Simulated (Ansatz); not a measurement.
**H2Br (doublet): wB97M-V, B2PLYP, RPA-PBE over a scan of the distance Br1–H2 along a hydrogen transfer, cc-pVTZ**

How well do these functionals follow the top wave-function level for H2Br (doublet) over a scan of the distance Br1–H2 along a hydrogen transfer?

Program: Ansatz 0.2.0, Gaussian basis. Level of theory: cc-pVTZ, all electrons in the functionals, frozen cores in the correlation of double hybrids and RPA. These are calculated values, not measurements.

The runs, in order: wB97M-V, B2PLYP, RPA-PBE, at 1.421 Å; 1.460 Å; 1.538 Å; 1.617 Å; 1.695 Å.

4 further runs of the same task are left out: 4 that didn't finish.

### 1 The system

The geometry derives from fragments relaxed apart (PBE0/def2-TZVP) and kept rigid, so it is no stationary point. A hydrogen atom is moved between rigid fragments. No spin-orbit coupling is included. The filled d shell of Br may be among the frozen orbitals whatever the setting's name suggests; the logs give the count.

3 atoms, charge 0, spin multiplicity 2.

Atoms are counted from 1 here; the program's logs count them from 0.

Bond lengths: Br1–H2 1.421 Å.

No dispersion term is added; wB97M-V holds VV10 nonlocal correlation.

The geometry shown and the zero of energy belong to the point 1.421 Å. The yardstick, UCCSDT(Q), and other wave-function levels (R restricted, U unrestricted, valence and pair active spaces) come from earlier runs.

### 2 wB97M-V, 1.421 Å

in.yaml reads:

```yaml
crystal:
  periodic: [false, false, false]
  atoms:
    - {symbol: Br, position_ang: [0.000000, 0.000000, -1.286867]}
    - {symbol: H, position_ang: [0.000000, 0.000000, 0.133733]}
    - {symbol: H, position_ang: [0.000000, 0.000000, 1.153133]}
basis:
  gaussian: {orbitals: cc-pVTZ}
magnetization: {spin_polarized: true, initial_magnetization: 1}
hamiltonian: {xc: {name: wB97M-V}}
output: {orbitals: {seedname: orbitals}}
```

Run with:

```console
> ansatz run in.yaml --threads 1 --pin off --events-out ev --progress --plain --max-ram 2393MiB
```

Log:

```text
Functional definition: wB97M-V
  name "wB97M-V"
  cite "Mardirossian & Head-Gordon, J. Chem. Phys. 144, 214110 (2016) doi:10.1063/1.4952647"
  cite "Becke, J. Chem. Phys. 107, 8554 (1997) doi:10.1063/1.475007"
  cite "Vydrov & Van Voorhis, J. Chem. Phys. 133, 244103 (2010) doi:10.1063/1.3521275"
  # Of w^i u^j: cxij and so on, Table III.
  parameter omega = 0.3/bohr
  parameter cx = 0.15
  parameter cx01 = 1.007
  parameter cx10 = 0.259
  parameter css00 = 0.443
  parameter css04 = -1.437
  parameter css10 = -4.535
  parameter css20 = -3.390
  parameter css43 = 4.278
  parameter cos00 = 1.000
  parameter cos10 = 1.358
  parameter cos20 = 2.924
  parameter cos21 = -8.812
  parameter cos60 = -1.390
  parameter cos61 = 9.142
  parameter b = 6.0
  parameter c = 0.01
  gx(w, u) = 1 - cx + cx01*u + cx10*w
  gss(w, u) = css00 + css04*u^4 + css10*w + css20*w^2 + css43*w^4*u^3
  gos(w, u) = cos00 + cos10*w + (cos20 + cos21*u)*w^2 + (cos60 + cos61*u)*w^6
  exchange = spin_sum(e_x_unif_sr(omega)*gx(b97_w, b97_u_x)) + cx*exact_x_sr(omega) + exact_x_lr(omega)
  correlation = spin_sum(e_c_pw_mod_same_spin*gss(b97_w, b97_u_same))
      + integral(e_c_pw_mod_opposite_spin*gos(b97_w_opposite, b97_u_opposite)) + vv10(b, c)
516 factors; their error is unknown
93 factors; integrals over basis functions are off by at most 4.6e-5 eV
mean field evaluation 1: about -70072.7800 eV, gradient 5.4e0 eV
mean field evaluation 2: about -70073.0189 eV, gradient 2.2e0 eV
mean field evaluation 4: about -70073.0650 eV, gradient 3.5e-1 eV
mean field evaluation 8: about -70073.2009 eV, gradient 1.5e-1 eV
mean field evaluation 16: about -70073.2010 eV, gradient 2.6e-5 eV
mean field -70073.20103720 eV, -2575.1426407957 hartree, gradient 2.6e-5 eV, S^2 0.756082; 0 other end points of the search recorded, 0 dependent functions left out
reference -70073.20106615 eV, -2575.1426418595 hartree; 19, 18 occupied and 52, 53 virtual orbitals, 516 factors
Total energy: -70073.20106615 eV, -2575.1426418595 hartree
```

Run time: 2.7 s. Hardware: 1 thread of Intel Xeon 6975P-C, shared host.

From the report: ⟨S²⟩ of the determinant 0.756 (pure doublet: 0.75).

### 3 wB97M-V, 1.460 Å

in.yaml reads:

```yaml
crystal:
  periodic: [false, false, false]
  atoms:
    - {symbol: Br, position_ang: [0.000000, 0.000000, -1.300000]}
    - {symbol: H, position_ang: [0.000000, 0.000000, 0.160000]}
    - {symbol: H, position_ang: [0.000000, 0.000000, 1.140000]}
basis:
  gaussian: {orbitals: cc-pVTZ}
magnetization: {spin_polarized: true, initial_magnetization: 1}
hamiltonian: {xc: {name: wB97M-V}}
output: {orbitals: {seedname: orbitals}}
```

The command is unchanged.

Log:

```text
Functional definition: wB97M-V
  name "wB97M-V"
  cite "Mardirossian & Head-Gordon, J. Chem. Phys. 144, 214110 (2016) doi:10.1063/1.4952647"
  cite "Becke, J. Chem. Phys. 107, 8554 (1997) doi:10.1063/1.475007"
  cite "Vydrov & Van Voorhis, J. Chem. Phys. 133, 244103 (2010) doi:10.1063/1.3521275"
  # Of w^i u^j: cxij and so on, Table III.
  parameter omega = 0.3/bohr
  parameter cx = 0.15
  parameter cx01 = 1.007
  parameter cx10 = 0.259
  parameter css00 = 0.443
  parameter css04 = -1.437
  parameter css10 = -4.535
  parameter css20 = -3.390
  parameter css43 = 4.278
  parameter cos00 = 1.000
  parameter cos10 = 1.358
  parameter cos20 = 2.924
  parameter cos21 = -8.812
  parameter cos60 = -1.390
  parameter cos61 = 9.142
  parameter b = 6.0
  parameter c = 0.01
  gx(w, u) = 1 - cx + cx01*u + cx10*w
  gss(w, u) = css00 + css04*u^4 + css10*w + css20*w^2 + css43*w^4*u^3
  gos(w, u) = cos00 + cos10*w + (cos20 + cos21*u)*w^2 + (cos60 + cos61*u)*w^6
  exchange = spin_sum(e_x_unif_sr(omega)*gx(b97_w, b97_u_x)) + cx*exact_x_sr(omega) + exact_x_lr(omega)
  correlation = spin_sum(e_c_pw_mod_same_spin*gss(b97_w, b97_u_same))
      + integral(e_c_pw_mod_opposite_spin*gos(b97_w_opposite, b97_u_opposite)) + vv10(b, c)
516 factors; their error is unknown
93 factors; integrals over basis functions are off by at most 4.6e-5 eV
mean field evaluation 1: about -70072.8947 eV, gradient 5.3e0 eV
mean field evaluation 2: about -70073.1177 eV, gradient 2.2e0 eV
mean field evaluation 4: about -70073.1587 eV, gradient 3.3e-1 eV
mean field evaluation 8: about -70073.2939 eV, gradient 1.5e-1 eV
mean field evaluation 16: about -70073.2940 eV, gradient 3.0e-5 eV
mean field -70073.29401142 eV, -2575.1460575350 hartree, gradient 3.0e-5 eV, S^2 0.756930; 0 other end points of the search recorded, 0 dependent functions left out
reference -70073.29404033 eV, -2575.1460585976 hartree; 19, 18 occupied and 52, 53 virtual orbitals, 516 factors
Total energy: -70073.29404033 eV, -2575.1460585976 hartree
```

Wall time 2.7 s (1 thread of Intel Xeon 6975P-C, shared host).

From the report: ⟨S²⟩ of the determinant 0.757 (pure doublet: 0.75).

From 1.421 Å: -0.093 eV.

### 4 wB97M-V, 1.538 Å

in.yaml reads:

```yaml
crystal:
  periodic: [false, false, false]
  atoms:
    - {symbol: Br, position_ang: [0.000000, 0.000000, -1.326000]}
    - {symbol: H, position_ang: [0.000000, 0.000000, 0.212000]}
    - {symbol: H, position_ang: [0.000000, 0.000000, 1.114000]}
basis:
  gaussian: {orbitals: cc-pVTZ}
magnetization: {spin_polarized: true, initial_magnetization: 1}
hamiltonian: {xc: {name: wB97M-V}}
output: {orbitals: {seedname: orbitals}}
```

Same command.

Log:

```text
Functional definition: wB97M-V
  name "wB97M-V"
  cite "Mardirossian & Head-Gordon, J. Chem. Phys. 144, 214110 (2016) doi:10.1063/1.4952647"
  cite "Becke, J. Chem. Phys. 107, 8554 (1997) doi:10.1063/1.475007"
  cite "Vydrov & Van Voorhis, J. Chem. Phys. 133, 244103 (2010) doi:10.1063/1.3521275"
  # Of w^i u^j: cxij and so on, Table III.
  parameter omega = 0.3/bohr
  parameter cx = 0.15
  parameter cx01 = 1.007
  parameter cx10 = 0.259
  parameter css00 = 0.443
  parameter css04 = -1.437
  parameter css10 = -4.535
  parameter css20 = -3.390
  parameter css43 = 4.278
  parameter cos00 = 1.000
  parameter cos10 = 1.358
  parameter cos20 = 2.924
  parameter cos21 = -8.812
  parameter cos60 = -1.390
  parameter cos61 = 9.142
  parameter b = 6.0
  parameter c = 0.01
  gx(w, u) = 1 - cx + cx01*u + cx10*w
  gss(w, u) = css00 + css04*u^4 + css10*w + css20*w^2 + css43*w^4*u^3
  gos(w, u) = cos00 + cos10*w + (cos20 + cos21*u)*w^2 + (cos60 + cos61*u)*w^6
  exchange = spin_sum(e_x_unif_sr(omega)*gx(b97_w, b97_u_x)) + cx*exact_x_sr(omega) + exact_x_lr(omega)
  correlation = spin_sum(e_c_pw_mod_same_spin*gss(b97_w, b97_u_same))
      + integral(e_c_pw_mod_opposite_spin*gos(b97_w_opposite, b97_u_opposite)) + vv10(b, c)
516 factors; their error is unknown
93 factors; integrals over basis functions are off by at most 4.6e-5 eV
mean field evaluation 1: about -70073.0944 eV, gradient 5.1e0 eV
mean field evaluation 2: about -70073.2915 eV, gradient 2.0e0 eV
mean field evaluation 4: about -70073.3205 eV, gradient 2.7e-1 eV
mean field evaluation 8: about -70073.4544 eV, gradient 8.1e-3 eV
mean field evaluation 16: about -70073.4544 eV, gradient 2.0e-5 eV
mean field -70073.45440424 eV, -2575.1519518626 hartree, gradient 2.0e-5 eV, S^2 0.757534; 0 other end points of the search recorded, 0 dependent functions left out
reference -70073.45443313 eV, -2575.1519529241 hartree; 19, 18 occupied and 52, 53 virtual orbitals, 516 factors
Total energy: -70073.45443313 eV, -2575.1519529241 hartree
```

Wall time 2.7 s (1 thread of Intel Xeon 6975P-C, shared host).

From the report: ⟨S²⟩ of the determinant 0.758 (pure doublet: 0.75).

From 1.421 Å: -0.253 eV.

### 5 wB97M-V, 1.617 Å

in.yaml reads:

```yaml
crystal:
  periodic: [false, false, false]
  atoms:
    - {symbol: Br, position_ang: [0.000000, 0.000000, -1.352333]}
    - {symbol: H, position_ang: [0.000000, 0.000000, 0.264667]}
    - {symbol: H, position_ang: [0.000000, 0.000000, 1.087667]}
basis:
  gaussian: {orbitals: cc-pVTZ}
magnetization: {spin_polarized: true, initial_magnetization: 1}
hamiltonian: {xc: {name: wB97M-V}}
output: {orbitals: {seedname: orbitals}}
```

Launched as before.

Log:

```text
Functional definition: wB97M-V
  name "wB97M-V"
  cite "Mardirossian & Head-Gordon, J. Chem. Phys. 144, 214110 (2016) doi:10.1063/1.4952647"
  cite "Becke, J. Chem. Phys. 107, 8554 (1997) doi:10.1063/1.475007"
  cite "Vydrov & Van Voorhis, J. Chem. Phys. 133, 244103 (2010) doi:10.1063/1.3521275"
  # Of w^i u^j: cxij and so on, Table III.
  parameter omega = 0.3/bohr
  parameter cx = 0.15
  parameter cx01 = 1.007
  parameter cx10 = 0.259
  parameter css00 = 0.443
  parameter css04 = -1.437
  parameter css10 = -4.535
  parameter css20 = -3.390
  parameter css43 = 4.278
  parameter cos00 = 1.000
  parameter cos10 = 1.358
  parameter cos20 = 2.924
  parameter cos21 = -8.812
  parameter cos60 = -1.390
  parameter cos61 = 9.142
  parameter b = 6.0
  parameter c = 0.01
  gx(w, u) = 1 - cx + cx01*u + cx10*w
  gss(w, u) = css00 + css04*u^4 + css10*w + css20*w^2 + css43*w^4*u^3
  gos(w, u) = cos00 + cos10*w + (cos20 + cos21*u)*w^2 + (cos60 + cos61*u)*w^6
  exchange = spin_sum(e_x_unif_sr(omega)*gx(b97_w, b97_u_x)) + cx*exact_x_sr(omega) + exact_x_lr(omega)
  correlation = spin_sum(e_c_pw_mod_same_spin*gss(b97_w, b97_u_same))
      + integral(e_c_pw_mod_opposite_spin*gos(b97_w_opposite, b97_u_opposite)) + vv10(b, c)
516 factors; their error is unknown
93 factors; integrals over basis functions are off by at most 4.6e-5 eV
mean field evaluation 1: about -70073.2587 eV, gradient 4.8e0 eV
mean field evaluation 2: about -70073.4364 eV, gradient 1.7e0 eV
mean field evaluation 4: about -70073.4575 eV, gradient 2.5e-1 eV
mean field evaluation 8: about -70073.5907 eV, gradient 4.6e-3 eV
mean field evaluation 16: about -70072.7181 eV, gradient 5.0e0 eV
mean field -70073.59071789 eV, -2575.1569612967 hartree, gradient 1.9e-5 eV, S^2 0.756506; 1 other end points of the search recorded, 0 dependent functions left out
reference -70073.59074671 eV, -2575.1569623557 hartree; 19, 18 occupied and 52, 53 virtual orbitals, 516 factors
Total energy: -70073.59074671 eV, -2575.1569623557 hartree
```

Run time: 3 s. Hardware: 1 thread of Intel Xeon 6975P-C, shared host.

From the report: ⟨S²⟩ of the determinant 0.757 (pure doublet: 0.75).

From 1.421 Å: -0.390 eV.

### 6 wB97M-V, 1.695 Å

in.yaml reads:

```yaml
crystal:
  periodic: [false, false, false]
  atoms:
    - {symbol: Br, position_ang: [0.000000, 0.000000, -1.378333]}
    - {symbol: H, position_ang: [0.000000, 0.000000, 0.316667]}
    - {symbol: H, position_ang: [0.000000, 0.000000, 1.061667]}
basis:
  gaussian: {orbitals: cc-pVTZ}
magnetization: {spin_polarized: true, initial_magnetization: 1}
hamiltonian: {xc: {name: wB97M-V}}
output: {forces: true, orbitals: {seedname: orbitals}}
```

Launched as before.

Log:

```text
Functional definition: wB97M-V
  name "wB97M-V"
  cite "Mardirossian & Head-Gordon, J. Chem. Phys. 144, 214110 (2016) doi:10.1063/1.4952647"
  cite "Becke, J. Chem. Phys. 107, 8554 (1997) doi:10.1063/1.475007"
  cite "Vydrov & Van Voorhis, J. Chem. Phys. 133, 244103 (2010) doi:10.1063/1.3521275"
  # Of w^i u^j: cxij and so on, Table III.
  parameter omega = 0.3/bohr
  parameter cx = 0.15
  parameter cx01 = 1.007
  parameter cx10 = 0.259
  parameter css00 = 0.443
  parameter css04 = -1.437
  parameter css10 = -4.535
  parameter css20 = -3.390
  parameter css43 = 4.278
  parameter cos00 = 1.000
  parameter cos10 = 1.358
  parameter cos20 = 2.924
  parameter cos21 = -8.812
  parameter cos60 = -1.390
  parameter cos61 = 9.142
  parameter b = 6.0
  parameter c = 0.01
  gx(w, u) = 1 - cx + cx01*u + cx10*w
  gss(w, u) = css00 + css04*u^4 + css10*w + css20*w^2 + css43*w^4*u^3
  gos(w, u) = cos00 + cos10*w + (cos20 + cos21*u)*w^2 + (cos60 + cos61*u)*w^6
  exchange = spin_sum(e_x_unif_sr(omega)*gx(b97_w, b97_u_x)) + cx*exact_x_sr(omega) + exact_x_lr(omega)
  correlation = spin_sum(e_c_pw_mod_same_spin*gss(b97_w, b97_u_same))
      + integral(e_c_pw_mod_opposite_spin*gos(b97_w_opposite, b97_u_opposite)) + vv10(b, c)
516 factors; their error is unknown
94 factors; integrals over basis functions are off by at most 4.5e-5 eV
mean field evaluation 1: about -70073.3371 eV, gradient 4.7e0 eV
mean field evaluation 2: about -70073.5034 eV, gradient 1.4e0 eV
mean field evaluation 4: about -70073.5207 eV, gradient 2.0e-1 eV
mean field evaluation 8: about -70073.6538 eV, gradient 1.0e-2 eV
mean field evaluation 16: about -70072.9597 eV, gradient 4.5e0 eV
mean field -70073.65377745 eV, -2575.1592786928 hartree, gradient 1.3e-5 eV, S^2 0.754863; 1 other end points of the search recorded, 0 dependent functions left out
the calculation of the forces begins
reference -70073.65380617 eV, -2575.1592797484 hartree; 19, 18 occupied and 52, 53 virtual orbitals, 516 factors
Total energy: -70073.65380617 eV, -2575.1592797484 hartree
Atom 0 at     0.000000     0.000000    -1.378333 Å, force     0.000000     0.000000    -1.667836 eV/Å
Atom 1 at     0.000000     0.000000     0.316667 Å, force     0.000000    -0.000000    -0.023390 eV/Å
Atom 2 at     0.000000     0.000000     1.061667 Å, force    -0.000000     0.000000     1.691226 eV/Å
Dipole moment:    -0.000000    -0.000000     0.187525 e Å
```

Wall time 4.3 s (1 thread of Intel Xeon 6975P-C, shared host).

From the report: ⟨S²⟩ of the determinant 0.755 (pure doublet: 0.75).

From 1.421 Å: -0.453 eV.

### 7 B2PLYP, 1.421 Å

in.yaml reads:

```yaml
crystal:
  periodic: [false, false, false]
  atoms:
    - {symbol: Br, position_ang: [0.000000, 0.000000, -1.286867]}
    - {symbol: H, position_ang: [0.000000, 0.000000, 0.133733]}
    - {symbol: H, position_ang: [0.000000, 0.000000, 1.153133]}
basis:
  gaussian: {orbitals: cc-pVTZ}
magnetization: {spin_polarized: true, initial_magnetization: 1}
hamiltonian: {xc: {name: B2PLYP}}
correlation: {electrons: outside_noble_gas}
```

Same command.

Log:

```text
Functional definition: B2PLYP
  name "B2PLYP"
  cite "Grimme, J. Chem. Phys. 124, 034108 (2006) doi:10.1063/1.2148954"
  cite "Becke, Phys. Rev. A 38, 3098 (1988) doi:10.1103/PhysRevA.38.3098"
  cite "Lee, Yang & Parr, Phys. Rev. B 37, 785 (1988) doi:10.1103/PhysRevB.37.785"
  parameter a = 0.53
  parameter c = 0.27
  exchange = (1 - a)*b88_x + a*exact_x
  correlation = (1 - c)*lyp_c + c*(mp2_os + mp2_ss)
429 factors; integrals over basis functions are off by at most 1.3e-3 eV
mean field evaluation 1: about -70064.1138 eV, gradient 4.8e0 eV
mean field evaluation 2: about -70064.1379 eV, gradient 4.8e0 eV
mean field evaluation 4: about -70064.4159 eV, gradient 1.3e0 eV
mean field evaluation 8: about -70064.4302 eV, gradient 2.7e-2 eV
mean field evaluation 16: about -70064.4302 eV, gradient 8.3e-5 eV
mean field -70064.43018982 eV, -2574.8203180993 hartree, gradient 2.3e-6 eV, S^2 0.762326; 0 other end points of the search recorded, 0 dependent functions left out
14 core orbitals not correlated: weight in the atoms' cores, before any rotation towards them, 1.000 or more for the frozen orbitals, at most 0.000 for the correlated occupied ones
reference -70064.43030475 eV, -2574.8203223231 hartree; 5, 4 occupied and 52, 53 virtual orbitals, 429 factors
second order -6.03740918 eV of doubles, -0.00000000 eV of singles
Total energy: -70066.06040523 eV, -2574.8802274107 hartree
```

Wall time 1.3 s (1 thread of Intel Xeon 6975P-C, shared host).

From the report: ⟨S²⟩ of the determinant 0.762 (pure doublet: 0.75).

### 8 B2PLYP, 1.460 Å

in.yaml reads:

```yaml
crystal:
  periodic: [false, false, false]
  atoms:
    - {symbol: Br, position_ang: [0.000000, 0.000000, -1.300000]}
    - {symbol: H, position_ang: [0.000000, 0.000000, 0.160000]}
    - {symbol: H, position_ang: [0.000000, 0.000000, 1.140000]}
basis:
  gaussian: {orbitals: cc-pVTZ}
magnetization: {spin_polarized: true, initial_magnetization: 1}
hamiltonian: {xc: {name: B2PLYP}}
correlation: {electrons: outside_noble_gas}
```

Same command.

Log:

```text
Functional definition: B2PLYP
  name "B2PLYP"
  cite "Grimme, J. Chem. Phys. 124, 034108 (2006) doi:10.1063/1.2148954"
  cite "Becke, Phys. Rev. A 38, 3098 (1988) doi:10.1103/PhysRevA.38.3098"
  cite "Lee, Yang & Parr, Phys. Rev. B 37, 785 (1988) doi:10.1103/PhysRevB.37.785"
  parameter a = 0.53
  parameter c = 0.27
  exchange = (1 - a)*b88_x + a*exact_x
  correlation = (1 - c)*lyp_c + c*(mp2_os + mp2_ss)
429 factors; integrals over basis functions are off by at most 1.3e-3 eV
mean field evaluation 1: about -70064.2278 eV, gradient 4.6e0 eV
mean field evaluation 2: about -70064.2512 eV, gradient 4.6e0 eV
mean field evaluation 4: about -70064.5015 eV, gradient 1.3e0 eV
mean field evaluation 8: about -70064.5148 eV, gradient 2.6e-2 eV
mean field evaluation 16: about -70064.5148 eV, gradient 7.8e-5 eV
mean field -70064.51484966 eV, -2574.8234292911 hartree, gradient 2.1e-6 eV, S^2 0.764341; 0 other end points of the search recorded, 0 dependent functions left out
14 core orbitals not correlated: weight in the atoms' cores, before any rotation towards them, 1.000 or more for the frozen orbitals, at most 0.000 for the correlated occupied ones
reference -70064.51496567 eV, -2574.8234335543 hartree; 5, 4 occupied and 52, 53 virtual orbitals, 429 factors
second order -6.05274970 eV of doubles, -0.00000000 eV of singles
Total energy: -70066.14920809 eV, -2574.8834908555 hartree
```

Run time: 1.1 s. Hardware: 1 thread of Intel Xeon 6975P-C, shared host.

From the report: ⟨S²⟩ of the determinant 0.764 (pure doublet: 0.75).

From 1.421 Å: -0.089 eV.

### 9 B2PLYP, 1.538 Å

in.yaml reads:

```yaml
crystal:
  periodic: [false, false, false]
  atoms:
    - {symbol: Br, position_ang: [0.000000, 0.000000, -1.326000]}
    - {symbol: H, position_ang: [0.000000, 0.000000, 0.212000]}
    - {symbol: H, position_ang: [0.000000, 0.000000, 1.114000]}
basis:
  gaussian: {orbitals: cc-pVTZ}
magnetization: {spin_polarized: true, initial_magnetization: 1}
hamiltonian: {xc: {name: B2PLYP}}
correlation: {electrons: outside_noble_gas}
```

Same command.

Log:

```text
Functional definition: B2PLYP
  name "B2PLYP"
  cite "Grimme, J. Chem. Phys. 124, 034108 (2006) doi:10.1063/1.2148954"
  cite "Becke, Phys. Rev. A 38, 3098 (1988) doi:10.1103/PhysRevA.38.3098"
  cite "Lee, Yang & Parr, Phys. Rev. B 37, 785 (1988) doi:10.1103/PhysRevB.37.785"
  parameter a = 0.53
  parameter c = 0.27
  exchange = (1 - a)*b88_x + a*exact_x
  correlation = (1 - c)*lyp_c + c*(mp2_os + mp2_ss)
425 factors; integrals over basis functions are off by at most 1.3e-3 eV
mean field evaluation 1: about -70064.4283 eV, gradient 4.4e0 eV
mean field evaluation 2: about -70064.4508 eV, gradient 4.4e0 eV
mean field evaluation 4: about -70064.6533 eV, gradient 1.1e0 eV
mean field evaluation 8: about -70064.6629 eV, gradient 2.2e-2 eV
mean field evaluation 16: about -70064.6630 eV, gradient 7.5e-5 eV
mean field -70064.66295966 eV, -2574.8288722332 hartree, gradient 2.5e-6 eV, S^2 0.766280; 0 other end points of the search recorded, 0 dependent functions left out
14 core orbitals not correlated: weight in the atoms' cores, before any rotation towards them, 1.000 or more for the frozen orbitals, at most 0.000 for the correlated occupied ones
reference -70064.66307781 eV, -2574.8288765750 hartree; 5, 4 occupied and 52, 53 virtual orbitals, 425 factors
second order -6.04903496 eV of doubles, -0.00000000 eV of singles
Total energy: -70066.29631725 eV, -2574.8888970174 hartree
```

Wall time 1.1 s (1 thread of Intel Xeon 6975P-C, shared host).

From the report: ⟨S²⟩ of the determinant 0.766 (pure doublet: 0.75).

From 1.421 Å: -0.236 eV.

(Part 1 of 2 ends here.)
